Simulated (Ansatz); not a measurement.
# TaN: the cost of one run

Program: Ansatz 0.2.0. Level of theory: DFT PBEsol+U (U_eff = 6 eV on Ta d), plane waves, PAW, no spin–orbit coupling unless a run says so. These are calculated values, not measurements.

### Step 1. The starting structure

It takes space group P-6m2 (No. 187, hexagonal). The conventional cell has a = 2.938 Å, b = 2.938 Å, c = 2.883 Å, α = 90.00°, β = 90.00°, γ = 120.00°. Around Ta (site symmetry -6m2) lie 6 N at 2.23 Å. Around N (site symmetry -6m2) lie 6 Ta at 2.23 Å.

Structure file:

```
CELL_PARAMETERS angstrom
2.93800 0.00000 0.00000
-1.46900 2.54438 0.00000
0.00000 0.00000 5.76600
ATOMIC_POSITIONS crystal
Ta 0.33333 0.66667 0.25000
N 0.00000 0.00000 0.00000
Ta 0.33333 0.66667 0.75000
N 0.00000 0.00000 0.50000
```

An earlier series on this cell reached its lowest free state from «ferromagnetic start, free, natural orbitals of the symmetric run filled by rank», perhaps among other starts (it ended without moments).

### Step 2. Canted directions free, 60°

File input.yaml:

```yaml
crystal:
  lattice:
    - [2.93800111, 0.0, 0.0]
    - [-1.46900055, 2.5443836, 0.0]
    - [0.0, 0.0, 5.76600442]
  atoms:
    - { symbol: Ta, position: [0.3333333333, 0.6666666667, 0.25], spin: 2.0, spin_axis: [0.0, 0.0, 1.0] }
    - { symbol: "N", position: [0.0, 0.0, 0.0] }
    - { symbol: Ta, position: [0.3333333333, 0.6666666667, 0.75], spin: 2.0, spin_axis: [0.866025, 0.0, 0.5] }
    - { symbol: "N", position: [0.0, 0.0, 0.5] }
basis:
  ecutwfc: 420
  ecutrho_ratio: 4
kpoints:
  mp_grid: { grid: [7, 7, 4] }
hamiltonian:
  xc: pbesol
  hubbard:
    sites:
      - { site: 0, l: d, u_eff: 6.0, starting_ns: [{ occupation_matrix: s0 }] }
      - { site: 2, l: d, u_eff: 6.0, starting_ns: [{ occupation_matrix: s2 }] }
    occupation_matrices:
      s0:
        spinor_matrix:
          - [[0.97, 0.0], [0.0, 0.0], [0.0, 0.0], [0.0, 0.0], [0.0, 0.0], [0.0, 0.0], [0.0, 0.0], [0.0, 0.0], [0.0, 0.0], [0.0, 0.0]]
          - [[0.0, 0.0], [0.02, 0.0], [0.0, 0.0], [0.0, 0.0], [0.0, 0.0], [0.0, 0.0], [0.0, 0.0], [0.0, 0.0], [0.0, 0.0], [0.0, 0.0]]
          - [[0.0, 0.0], [0.0, 0.0], [0.02, 0.0], [0.0, 0.0], [0.0, 0.0], [0.0, 0.0], [0.0, 0.0], [0.0, 0.0], [0.0, 0.0], [0.0, 0.0]]
          - [[0.0, 0.0], [0.0, 0.0], [0.0, 0.0], [0.02, 0.0], [0.0, 0.0], [0.0, 0.0], [0.0, 0.0], [0.0, 0.0], [0.0, 0.0], [0.0, 0.0]]
          - [[0.0, 0.0], [0.0, 0.0], [0.0, 0.0], [0.0, 0.0], [0.97, 0.0], [0.0, 0.0], [0.0, 0.0], [0.0, 0.0], [0.0, 0.0], [0.0, 0.0]]
          - [[0.0, 0.0], [0.0, 0.0], [0.0, 0.0], [0.0, 0.0], [0.0, 0.0], [0.02, 0.0], [0.0, 0.0], [0.0, 0.0], [0.0, 0.0], [0.0, 0.0]]
          - [[0.0, 0.0], [0.0, 0.0], [0.0, 0.0], [0.0, 0.0], [0.0, 0.0], [0.0, 0.0], [0.02, 0.0], [0.0, 0.0], [0.0, 0.0], [0.0, 0.0]]
          - [[0.0, 0.0], [0.0, 0.0], [0.0, 0.0], [0.0, 0.0], [0.0, 0.0], [0.0, 0.0], [0.0, 0.0], [0.02, 0.0], [0.0, 0.0], [0.0, 0.0]]
          - [[0.0, 0.0], [0.0, 0.0], [0.0, 0.0], [0.0, 0.0], [0.0, 0.0], [0.0, 0.0], [0.0, 0.0], [0.0, 0.0], [0.02, 0.0], [0.0, 0.0]]
          - [[0.0, 0.0], [0.0, 0.0], [0.0, 0.0], [0.0, 0.0], [0.0, 0.0], [0.0, 0.0], [0.0, 0.0], [0.0, 0.0], [0.0, 0.0], [0.02, 0.0]]
      s2:
        spinor_matrix:
          - [[0.7325, 0.0], [0.0, 0.0], [0.0, 0.0], [0.0, 0.0], [0.0, 0.0], [0.41136, 0.0], [0.0, 0.0], [0.0, 0.0], [0.0, 0.0], [0.0, 0.0]]
          - [[0.0, 0.0], [0.02, 0.0], [0.0, 0.0], [0.0, 0.0], [0.0, 0.0], [0.0, 0.0], [0.0, 0.0], [0.0, 0.0], [0.0, 0.0], [0.0, 0.0]]
          - [[0.0, 0.0], [0.0, 0.0], [0.02, 0.0], [0.0, 0.0], [0.0, 0.0], [0.0, 0.0], [0.0, 0.0], [0.0, 0.0], [0.0, 0.0], [0.0, 0.0]]
          - [[0.0, 0.0], [0.0, 0.0], [0.0, 0.0], [0.02, 0.0], [0.0, 0.0], [0.0, 0.0], [0.0, 0.0], [0.0, 0.0], [0.0, 0.0], [0.0, 0.0]]
          - [[0.0, 0.0], [0.0, 0.0], [0.0, 0.0], [0.0, 0.0], [0.7325, 0.0], [0.0, 0.0], [0.0, 0.0], [0.0, 0.0], [0.0, 0.0], [0.41136, 0.0]]
          - [[0.41136, 0.0], [0.0, 0.0], [0.0, 0.0], [0.0, 0.0], [0.0, 0.0], [0.2575, 0.0], [0.0, 0.0], [0.0, 0.0], [0.0, 0.0], [0.0, 0.0]]
          - [[0.0, 0.0], [0.0, 0.0], [0.0, 0.0], [0.0, 0.0], [0.0, 0.0], [0.0, 0.0], [0.02, 0.0], [0.0, 0.0], [0.0, 0.0], [0.0, 0.0]]
          - [[0.0, 0.0], [0.0, 0.0], [0.0, 0.0], [0.0, 0.0], [0.0, 0.0], [0.0, 0.0], [0.0, 0.0], [0.02, 0.0], [0.0, 0.0], [0.0, 0.0]]
          - [[0.0, 0.0], [0.0, 0.0], [0.0, 0.0], [0.0, 0.0], [0.0, 0.0], [0.0, 0.0], [0.0, 0.0], [0.0, 0.0], [0.02, 0.0], [0.0, 0.0]]
          - [[0.0, 0.0], [0.0, 0.0], [0.0, 0.0], [0.0, 0.0], [0.41136, 0.0], [0.0, 0.0], [0.0, 0.0], [0.0, 0.0], [0.0, 0.0], [0.2575, 0.0]]
    ns_hold: { iters: 8 }
scf:
  occupations: { method: gaussian, width: 0.05 }
  lower_state_search: "off"
  max_iter: 150
output:
  forces: true
  stress: true
  eigenvalues: true
  populations: true
  hubbard: { sites: [{ site: 0, l: d }, { site: 2, l: d }] }
  write_density: true
  write_potential: true
  elf: true
  volumetric_format: npy
magnetization:
  noncollinear: true
  spin_orbit: true
```

The typed matrices put 0.97 on the chosen orbitals and 0.02 on the others, and are held for 8 cycles. This run includes spin–orbit coupling.

Run with:

```console
> ansatz run input.yaml --threads 2 --pin off --max-ram 3072MiB --backend cpu --events-out ev --progress --plain --runs-dir out
```

What time and memory should one allow on 2 threads of Arm Neoverse V2, shared host?

About 2.1 min, with a peak of 0.98 GiB.
